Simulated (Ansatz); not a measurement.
## Mg3Te, space group I4/mmm: Fermi-surface readings

Program: Ansatz 0.2.0 through its Python package.

`mg3te.extxyz`
```text
4
Lattice="-2.13936 2.13936 5.282488 2.13936 -2.13936 5.282488 2.13936 2.13936 -5.282488" Properties=species:S:1:pos:R:3 pbc="T T T"
Mg    0.00000000    0.00000000    5.28248800
Mg    0.00000000    2.13936000    2.64124400
Mg    2.13936000    0.00000000    2.64124400
Te    0.00000000    0.00000000    0.00000000
```

The script, `fermi_mg3te.py`:
```python
"""Fermi surface readings for Mg3Te."""

import logging
import sys

import ansatz as az

logging.basicConfig(stream=sys.stdout, format="%(levelname)s %(message)s")
logger = logging.getLogger("mg3te")
logger.setLevel(logging.INFO)


def main() -> None:
    system = az.Crystal.from_extxyz("mg3te.extxyz")

    job = (
        system.calculation()
        .occupations("gaussian", width=0.15)
        .functional("pbesol")
        .basis(31 * az.Ry)
        .kpoints(mesh=(7, 7, 7))
        .eigenstates(nscf_kmesh=(10, 10, 10), level_slopes=True)
    )
    surface = job.run(threads=1).fermi_surface().to_plain()
    for way, reading in surface.items():
        if reading:
            rho_lambda = [f"{v:.3e}" for v in reading["resistivity_times_mean_free_path_ohm_m2"]]
            logger.info(f"{way:24s} area {reading['spin_summed_area_per_ang2']:8.3f} 1/A^2  rho*lambda (ohm m^2) {rho_lambda}")


if __name__ == "__main__":
    main()
```

Running `python fermi_mg3te.py` prints:
```text
INFO by_tetrahedra            area   22.550 1/A^2  rho*lambda (ohm m^2) ['1.463e-15', '1.463e-15', '1.183e-15']
INFO by_slopes                area   23.979 1/A^2  rho*lambda (ohm m^2) ['1.427e-15', '1.427e-15', '1.051e-15']
INFO on_every_second_point    area   16.983 1/A^2  rho*lambda (ohm m^2) ['1.982e-15', '1.982e-15', '1.521e-15']
```

Notes:
- For a metal this k-point mesh is coarse: on a finer one energies can move by several to tens of meV an atom and pressures by half a GPa or more, differences at one mesh by less.
- The structure comes from a database of computed cells and needn't be a stable or known phase.
- The three readings differ by the mesh error.
- The whole script took 16 s on 1 thread of Arm Neoverse V2 (shared host), peak memory 0.43 GiB.
